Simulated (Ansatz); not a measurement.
What does this script print? It uses the Ansatz DFT code, driven from Python.

`h4ossi2.py`
```python
"""H4OSSi2 at several levels of theory."""

import ansatz as az

geometry_ang = [
    ("O", (0.0211, 1.9159, -0.6193)),
    ("Si", (-0.1595, 0.7733, 0.5117)),
    ("Si", (0.6776, -1.246, 0.119)),
    ("S", (-1.2104, -0.739, -0.4843)),
    ("H", (-0.6002, 1.8252, -1.4225)),
    ("H", (-0.8994, 1.1847, 1.7326)),
    ("H", (1.5696, -1.4911, -1.0716)),
    ("H", (0.6934, -2.2801, 1.1786)),
]
molecule = az.Crystal.molecule()
for symbol, xyz in geometry_ang:
    molecule = molecule.atom(symbol, xyz)

job = molecule.calculation().basis(gaussian="cc-pVDZ")

methods = ["mp2", "ccsd", "ccsd_t"]
reports = [job.correlation(m).run(threads=1, backend="cpu").report for m in methods]
print(f"Hartree-Fock reference {reports[0]['reference_energy_ev'] / 27.211386246:.6f} Ha")
best = reports[-1]["free_energy_ev"] - reports[-1]["reference_energy_ev"]
for method, each in zip(methods, reports):
    gained = each["free_energy_ev"] - each["reference_energy_ev"]
    print(f"{method:8s} total {each['free_energy_ev'] / 27.211386246:.6f} Ha  correlation {gained:9.4f} eV  ({100 * gained / best:.1f} % of the last)")
```

```console
$ python h4ossi2.py
Hartree-Fock reference -1052.624164 Ha
mp2      total -1053.131990 Ha  correlation  -13.8187 eV  (89.5 % of the last)
ccsd     total -1053.174993 Ha  correlation  -14.9888 eV  (97.1 % of the last)
ccsd_t   total -1053.191348 Ha  correlation  -15.4339 eV  (100.0 % of the last)
```

Total energies depend on the basis set; only differences at equal settings carry meaning. The geometry is a force-field or estimated start, not a minimum of this method, and the basis set is short of its limit. A lower total doesn't mark the better method: functionals have no common bound, and MP2 and coupled cluster aren't variational. Inner cores stay frozen, so this is valence correlation. For Al to Cl the sets with a tight d function, cc-pV(X+d)Z, are usual. Hardware and time: 13 s on 1 thread of Arm Neoverse V1, with other jobs on the host, peak memory 0.31 GiB.

(Lines on the test bed's own set-up are left out of the output.)
